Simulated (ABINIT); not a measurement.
# Ge2N (I4/mmm) in ABINIT: reference runs

Aim: a first look at Ge2N with PBE, on the cell as given and on a disturbed one.

Everything below comes from runs of ABINIT 10.8.3 (patched build). Logs are shortened: lines on timing, memory, paths and dates and some standing lists are left out, and cuts for length are marked. The log counts tension as positive stress, the text compression.

## Step 1: The structure

Symmetry: I4/mmm, No. 139, tetragonal system. The conventional cell has a = 4.217 Å, b = 4.217 Å, c = 5.403 Å, α = 90.00°, β = 90.00°, γ = 90.00°. Ge (site symmetry mmm) has 2 N at 2.11 Å as nearest neighbours. N (site symmetry 4/mmm) has 4 Ge at 2.11 Å as nearest neighbours.

The cell was built by a generator and needn't be a form met in nature.

## Step 2: Single point, PBE

The input, run.abi:

```
# Pseudopotentials
pp_dirpath "./"
pseudos "Ge.GGA_PBE-JTH.xml, N.GGA_PBE-JTH.xml"

# Structure
acell 7.6039624809 7.6039624809 7.6039624809
rprim
    -0.5240188684     0.5240188684     0.6714227067
     0.5240188684    -0.5240188684     0.6714227067
     0.5240188684     0.5240188684    -0.6714227067
ntypat 2
znucl 32 7
natom 3
typat 1 1 2
xred
     0.0000000000     0.5000000000     0.5000000000
     0.5000000000     0.0000000000     0.5000000000
     0.5000000000     0.5000000000     0.0000000000

# Plane-wave basis
ecut 707.496042 eV
pawecutdg 48.0
pawxcdev 0

# k points
kptopt 1
ngkpt 9 9 9
nshiftk 1
shiftk 0.0 0.0 0.0

# Exchange and correlation
ixc 11

# Bands and occupations
nband 21
occopt 3
tsmear 0.00183747

# SCF cycle
nstep 100
tolvrs 1.0e-9

# Output
iomode 3
prtwf 0
prtden 0
prteig 0
prtebands 0
enunit 1
```

Potentials or basis: JTH PAW PBE v2.0.

On the command line:

```
abinit run.abi > log 2>&1
```

run.abo:

```text
.Version 10.8.3 of ABINIT
 Symmetries : space group I4/m m m (#139); Bravais tI (body-center tetrag.)
================================================================================
 Values of the parameters that define the memory need of the present run
     intxc =       0    ionmov =       0      iscf =      17    lmnmax =      18
     lnmax =       6     mgfft =      36  mpssoang =       3    mqgrid =    3001
     natom =       3  nloc_mem =       2    nspden =       1   nspinor =       1
    nsppol =       1      nsym =      16    n1xccc =       1    ntypat =       2
    occopt =       3   xclevel =       2
       mpw =        2071          nfft =       46656          nkpt =          75
 PAW method is used; the additional fine FFT grid is defined by:
   mgfftf=        48    nfftf =    110592
================================================================================
================================================================================

--------------------------------------------------------------------------------
------------- Echo of variables that govern the present computation ------------
--------------------------------------------------------------------------------
 -outvars: echo values of preprocessed input variables --------
            acell      7.6039624809E+00  7.6039624809E+00  7.6039624809E+00 Bohr
              amu      7.26100000E+01  1.40067400E+01
             ecut      2.60000000E+01 Hartree
           enunit           1
                       outvar_i_n : Printing only first  50 k-points.
              ixc          11
                       outvar_i_n : Printing only first  50 k-points.
         kptrlatt        9    0    0      0    9    0      0    0    9
          kptrlen      6.84356623E+01
            natom           3
            nband          21
            ngfft          36      36      36
          ngfftdg          48      48      48
             nkpt          75
            nstep         100
             nsym          16
           ntypat           2
                       prtocc : prtvol=0, do not print more k-points.
           occopt           3
        pawecutdg      4.80000000E+01 Hartree
         pawxcdev           0
           prtden           0
        prtebands           0
           prteig           0
            prtwf           0
            rprim     -5.2401886840E-01  5.2401886840E-01  6.7142270670E-01
                       5.2401886840E-01 -5.2401886840E-01  6.7142270670E-01
                       5.2401886840E-01  5.2401886840E-01 -6.7142270670E-01
          spgroup         139
           tolvrs      1.00000000E-09
           tsmear      1.83747000E-03 Hartree
            typat      1  1  2
           useylm           1
                       outvars : Printing only first  50 k-points.
           xangst      2.1085699986E+00  4.5179657843E-19 -8.5027412131E-17
                       4.5179657843E-19  2.1085699986E+00 -8.5027412131E-17
                       9.0508238673E-18  9.9544170242E-18  2.7016999980E+00
            xcart      3.9846198146E+00  8.5377179786E-19 -1.6067852212E-16
                       8.5377179786E-19  3.9846198146E+00 -1.6067852212E-16
                       1.7103578323E-17  1.8811121919E-17  5.1054730706E+00
             xred      1.4595531129E-18  5.0000000000E-01  5.0000000000E-01
                       5.0000000000E-01  1.4595531129E-18  5.0000000000E-01
                       5.0000000000E-01  5.0000000000E-01  4.5066658694E-18
            znucl       32.00000    7.00000

================================================================================

 chkinp: Checking input parameters for consistency.

================================================================================
== DATASET  1 ==================================================================

--- !DatasetInfo
iteration_state: {dtset: 1, }
dimensions: {natom: 3, nkpt: 75, mband: 21, nsppol: 1, nspinor: 1, nspden: 1, mpw: 2071, }
cutoff_energies: {ecut:  26.0, pawecutdg:  48.0, }
electrons: {nelect:   3.30000000E+01, charge:   0.00000000E+00, occopt:   3.00000000E+00, tsmear:   1.83747000E-03, }
meta: {optdriver: 0, ionmov: 0, optcell: 0, iscf: 17, paral_kgb: 0, }
...

 Exchange-correlation functional for the present dataset will be:
  GGA: Perdew-Burke-Ernzerhof functional - ixc=11
  J.P.Perdew, K.Burke, M.Ernzerhof, PRL 77, 3865 (1996)

 Real(R)+Recip(G) space primitive vectors, cartesian coordinates (Bohr,Bohr^-1):
 R(1)= -3.9846198  3.9846198  5.1054731  G(1)=  0.0000000  0.1254825  0.0979341
 R(2)=  3.9846198 -3.9846198  5.1054731  G(2)=  0.1254825  0.0000000  0.0979341
 R(3)=  3.9846198  3.9846198 -5.1054731  G(3)=  0.1254825  0.1254825  0.0000000
 Unit cell volume ucvol=  3.2424237E+02 bohr^3
 Angles (23,13,12)=  1.16795565E+02  1.16795565E+02  9.56460697E+01 degrees

 Coarse grid specifications (used for wave-functions):

 getcut: wavevector=  0.0000  0.0000  0.0000  ngfft=  36  36  36
         ecut(hartree)=     26.000   => boxcut(ratio)=   2.06275

 Fine grid specifications (used for densities):

 getcut: wavevector=  0.0000  0.0000  0.0000  ngfft=  48  48  48
         ecut(hartree)=     48.000   => boxcut(ratio)=   2.02425

--- Pseudopotential description ------------------------------------------------
- pspini: atom type   1  psp file is ./Ge.GGA_PBE-JTH.xml
 Pseudopotential format is: paw10
 basis_size (lnmax)=  6 (lmn_size= 18), orbitals=   0   0   1   1   2   2
 Spheres core radius: rc_sph= 2.30476891
 Shapefunction is SIN type: shapef(r)=[sin(pi*r/rshp)/(pi*r/rshp)]**2
 Radius for shape functions =  1.99988291
 Compensation charge density is not taken into account in XC energy/potential

- pspini: atom type   2  psp file is ./N.GGA_PBE-JTH.xml
 Pseudopotential format is: paw10
 basis_size (lnmax)=  4 (lmn_size=  8), orbitals=   0   0   1   1
 Spheres core radius: rc_sph= 1.20497474
 Shapefunction is SIN type: shapef(r)=[sin(pi*r/rshp)/(pi*r/rshp)]**2
 Radius for shape functions =  1.00243812
 Compensation charge density is not taken into account in XC energy/potential

   1.43944466E+03                                ecore*ucvol(ha*bohr**3)
--------------------------------------------------------------------------------

================================================================================

--- !BeginCycle
iteration_state: {dtset: 1, }
solver: {iscf: 17, nstep: 100, nline: 4, wfoptalg: 10, }
tolerances: {tolvrs: 1.00E-09, }
...

     iter   Etot(hartree)      deltaE(h)  residm     nres2
 ETOT  1  -199.74703186942    -1.997E+02 4.765E+00 4.119E+00
 ETOT  2  -201.12966190058    -1.383E+00 4.232E-01 2.746E+01
 ETOT  3  -201.09820259955     3.146E-02 1.541E-01 8.381E+00
 ETOT  4  -201.08582923274     1.237E-02 5.234E-02 9.724E-02
 ETOT  5  -201.08635020432    -5.210E-04 1.900E-02 8.484E-02
 ETOT  6  -201.08636755856    -1.735E-05 2.121E-02 6.292E-02
 ETOT  7  -201.08623275304     1.348E-04 8.865E-03 3.548E-03
 ETOT  8  -201.08624265815    -9.905E-06 5.273E-03 4.185E-04
 ETOT  9  -201.08624317896    -5.208E-07 5.768E-03 4.020E-04
 ETOT 10  -201.08624238398     7.950E-07 2.609E-03 1.648E-04
 ETOT 11  -201.08624222707     1.569E-07 5.124E-03 3.693E-05
 ETOT 12  -201.08624220490     2.217E-08 2.958E-03 3.688E-06
 ETOT 13  -201.08624219955     5.353E-09 3.727E-03 1.769E-07
 ETOT 14  -201.08624220015    -6.003E-10 2.978E-03 2.503E-07
 ETOT 15  -201.08624219981     3.400E-10 2.289E-03 1.335E-09
 ETOT 16  -201.08624219984    -2.655E-11 2.568E-03 4.009E-09
 ETOT 17  -201.08624219983     2.473E-12 1.255E-03 1.815E-09
 ETOT 18  -201.08624219983     2.558E-12 1.932E-03 1.165E-10

 At SCF step   18       nres2   =  1.17E-10 < tolvrs=  1.00E-09 =>converged.

 Cartesian components of stress tensor (hartree/bohr^3)
  sigma(1 1)= -4.54632830E-06  sigma(3 2)=  0.00000000E+00
  sigma(2 2)= -4.54632830E-06  sigma(3 1)=  0.00000000E+00
  sigma(3 3)= -1.10196440E-05  sigma(2 1)=  0.00000000E+00

--- !ResultsGS
iteration_state: {dtset: 1, }
comment   : Summary of ground state results
lattice_vectors:
- [ -3.9846198,   3.9846198,   5.1054731, ]
- [  3.9846198,  -3.9846198,   5.1054731, ]
- [  3.9846198,   3.9846198,  -5.1054731, ]
lattice_lengths: [   7.60396,    7.60396,    7.60396, ]
lattice_angles: [116.796, 116.796,  95.646, ] # degrees, (23, 13, 12)
lattice_volume:   3.2424237E+02
convergence: {deltae:  2.558E-12, res2:  1.165E-10, residm:  1.932E-03, diffor: null, }
etotal    :  -2.01086242E+02
entropy   :   0.00000000E+00
fermie    :   2.80066715E-01
cartesian_stress_tensor: # hartree/bohr^3
- [ -4.54632830E-06,   0.00000000E+00,   0.00000000E+00, ]
- [  0.00000000E+00,  -4.54632830E-06,   0.00000000E+00, ]
- [  0.00000000E+00,   0.00000000E+00,  -1.10196440E-05, ]
pressure_GPa:   1.9724E-01
xred      :
- [  1.4596E-18,   5.0000E-01,   5.0000E-01, Ge]
- [  5.0000E-01,   1.4596E-18,   5.0000E-01, Ge]
- [  5.0000E-01,   5.0000E-01,   4.5067E-18,  N]
cartesian_forces: # hartree/bohr
- [ -0.00000000E+00,  -0.00000000E+00,  -0.00000000E+00, ]
- [ -0.00000000E+00,  -0.00000000E+00,  -0.00000000E+00, ]
- [ -0.00000000E+00,  -0.00000000E+00,  -0.00000000E+00, ]
force_length_stats: {min:   0.00000000E+00, max:   0.00000000E+00, mean:   0.00000000E+00, }
...

 Integrated electronic density in atomic spheres:
 ------------------------------------------------
 Atom  Sphere_radius  Integrated_density
    1        2.30477         12.20625832
    2        2.30477         12.20625832
    3        1.20497          2.50382941

================================================================================

 ----iterations are completed or convergence reached----

 Mean square residual over all n,k,spin=   17.192E-07; max=  19.322E-04
 reduced coordinates (array xred) for    3 atoms
       0.000000000000      0.500000000000      0.500000000000
       0.500000000000      0.000000000000      0.500000000000
       0.500000000000      0.500000000000      0.000000000000
 rms dE/dt=  0.0000E+00; max dE/dt=  0.0000E+00; dE/dt below (all hartree)
    1       0.000000000000      0.000000000000      0.000000000000
    2       0.000000000000      0.000000000000      0.000000000000
    3       0.000000000000      0.000000000000      0.000000000000

 cartesian coordinates (angstrom) at end:
    1      2.10856999856694     0.00000000000000    -0.00000000000000
    2      0.00000000000000     2.10856999856694    -0.00000000000000
    3      0.00000000000000     0.00000000000000     2.70169999799234

 cartesian forces (hartree/bohr) at end:
    1     -0.00000000000000    -0.00000000000000    -0.00000000000000
    2     -0.00000000000000    -0.00000000000000    -0.00000000000000
    3     -0.00000000000000    -0.00000000000000    -0.00000000000000
 frms,max,avg= 0.0000000E+00 0.0000000E+00   0.000E+00  0.000E+00  0.000E+00 h/b

 cartesian forces (eV/Angstrom) at end:
    1     -0.00000000000000    -0.00000000000000    -0.00000000000000
    2     -0.00000000000000    -0.00000000000000    -0.00000000000000
    3     -0.00000000000000    -0.00000000000000    -0.00000000000000
 frms,max,avg= 0.0000000E+00 0.0000000E+00   0.000E+00  0.000E+00  0.000E+00 e/A
 length scales=  7.603962480900  7.603962480900  7.603962480900 bohr
              =  4.023843654724  4.023843654724  4.023843654724 angstroms
 Fermi (or HOMO) energy (eV) =   7.62100   Average Vxc (eV)= -10.33387
 Eigenvalues (   eV  ) for nkpt=  75  k points:
 kpt#   1, nband= 21, wtk=  0.00137, kpt=  0.0000  0.0000  0.0000 (reduced coord)
 -17.13858  -17.10318  -17.10152  -17.03966  -17.03966  -17.00349  -16.95047  -16.92570
 -16.92570  -16.85118   -8.26620    0.40424    2.50846    2.50846    4.97398    5.87464
   6.80725   10.35554   10.35554   13.64507   13.64507
 prteigrs : prtvol=0 or 1, do not print more k-points.

--- !EnergyTerms
iteration_state     : {dtset: 1, }
comment             : Components of total free energy in Hartree
kinetic             :  1.86354035252960E+01
hartree             :  3.99286288755137E+01
xc                  : -7.21400606925301E+00
Ewald energy        : -1.15503425460299E+02
psp_core            :  4.43940955401419E+00
local_psp           : -1.38120794632852E+02
PAW spherical_terms : -3.25118337351658E+00
internal            : -2.01085967581096E+02
'-kT*entropy'       : -2.72054217897678E-04
total_energy        : -2.01086239635314E+02
total_energy_eV     : -5.47183533546843E+03
...

--- !EnergyTermsDC
iteration_state     : {dtset: 1, }
comment             : '"Double-counting" decomposition of free energy'
band_energy         : -1.18017118796422E+01
Ewald energy        : -1.15503425460299E+02
psp_core            :  4.43940955401419E+00
xc_dc               : -3.82759647715554E+01
PAW spherical_terms : -3.99442775881301E+01
internal            : -2.01085970145612E+02
'-kT*entropy'       : -2.72054217897678E-04
total_energy_dc     : -2.01086242199830E+02
total_energy_dc_eV  : -5.47183540525246E+03
...

--- !EnergyTermsWithPAWCore
iteration_state     : {dtset: 1, }
comment             : 'Components of total free energy, including PAW core contributions'
Total energy        : -4.25265374337367E+03
Total energy DC     : -4.25265374593818E+03
Total energy (eV)   : -1.15720603581358E+05
Total energy DC (eV): -1.15720603651142E+05
...

 Cartesian components of stress tensor (hartree/bohr^3)
  sigma(1 1)= -4.54632830E-06  sigma(3 2)=  0.00000000E+00
  sigma(2 2)= -4.54632830E-06  sigma(3 1)=  0.00000000E+00
  sigma(3 3)= -1.10196440E-05  sigma(2 1)=  0.00000000E+00

-Cartesian components of stress tensor (GPa)         [Pressure=  1.9724E-01 GPa]
- sigma(1 1)= -1.33757596E-01  sigma(3 2)=  0.00000000E+00
- sigma(2 2)= -1.33757596E-01  sigma(3 1)=  0.00000000E+00
- sigma(3 3)= -3.24209119E-01  sigma(2 1)=  0.00000000E+00

== END DATASET(S) ==============================================================
================================================================================

 -outvars: echo values of variables after computation  --------
            acell      7.6039624809E+00  7.6039624809E+00  7.6039624809E+00 Bohr
           etotal     -2.0108624220E+02
            fcart     -0.0000000000E+00 -0.0000000000E+00 -0.0000000000E+00
                      -0.0000000000E+00 -0.0000000000E+00 -0.0000000000E+00
                      -0.0000000000E+00 -0.0000000000E+00 -0.0000000000E+00
            rprim     -5.2401886840E-01  5.2401886840E-01  6.7142270670E-01
                       5.2401886840E-01 -5.2401886840E-01  6.7142270670E-01
                       5.2401886840E-01  5.2401886840E-01 -6.7142270670E-01
           strten     -4.5463282961E-06 -4.5463282961E-06 -1.1019643976E-05
                       0.0000000000E+00  0.0000000000E+00  0.0000000000E+00
           xangst      2.1085699986E+00  4.5179657843E-19 -8.5027412131E-17
                       4.5179657843E-19  2.1085699986E+00 -8.5027412131E-17
                       9.0508238673E-18  9.9544170242E-18  2.7016999980E+00
             xred      1.4595531129E-18  5.0000000000E-01  5.0000000000E-01
                       5.0000000000E-01  1.4595531129E-18  5.0000000000E-01
                       5.0000000000E-01  5.0000000000E-01  4.5066658694E-18
 Calculation completed.
```

It took 2.6 min on 1 thread of Arm Neoverse V2, shared host; peak memory 0.21 GiB.

Results:

- Free energy: -5471.8354 eV
- Pressure: 0.2 GPa
- Band gap on the k mesh: none (metal or under the smearing width)
- Valence electrons inside the program's atomic spheres: Ge 12.21; N 2.50

## Step 3: Single point, PBE (atoms moved at random, drawn with an rms of 0.05 Å)

run.abi, as its differences from that of step 2:

```diff
@@ -5,3 +5,3 @@
 # Structure
-acell 7.6039624809 7.6039624809 7.6039624809
+acell 4.0238436575 4.0238436575 4.0238436575 Angstrom
 rprim
@@ -15,8 +15,11 @@
 xred
-     0.0000000000     0.5000000000     0.5000000000
-     0.5000000000     0.0000000000     0.5000000000
-     0.5000000000     0.5000000000     0.0000000000
+     0.0039470000     0.4857430000     0.4910530000
+     0.4977870000    -0.0021300000     0.4940950000
+     0.5045080000     0.4997510000    -0.0000330000
+chkprim 0
+chksymtnons 0
+tolsym 1.0e-6
 
 # Plane-wave basis
-ecut 707.496042 eV
+ecut 26.0
 pawecutdg 48.0
@@ -36,3 +39,3 @@
 occopt 3
-tsmear 0.00183747
+tsmear 0.05 eV
```

Potentials or basis: JTH PAW PBE v2.0.

On the command line:

```
abinit run.abi > log 2>&1
```

It took 14 min on 1 thread of Arm Neoverse V2, shared host; peak memory 0.56 GiB.

The run converged. Its results:

| Property | Result |
| --- | --- |
| Free energy | -5471.8358 eV |
| Pressure | 0.2 GPa |
| Largest force | 0.094 eV/Å |
| Band gap on the k mesh | none (metal or under the smearing width) |
| Valence electrons inside the program's atomic spheres | Ge 12.21; N 2.48 |

Forces on the atoms (eV/Å):
```
Ge  -0.031 -0.054  0.031
Ge  -0.044 -0.002 -0.022
N    0.074  0.057 -0.009
```

Stress tensor (GPa, compression positive):
```
 0.17  0.01 -0.01
 0.01  0.13  0.00
-0.01  0.00  0.32
```

Levels at points of the mesh, in eV from the Fermi level:
```tsv
k point	band 15	band 16	band 17	band 18	band 19	band 20
(0.00, 0.00, 0.00)	-2.64	-1.74	-0.81	2.73	2.74	6.00
```
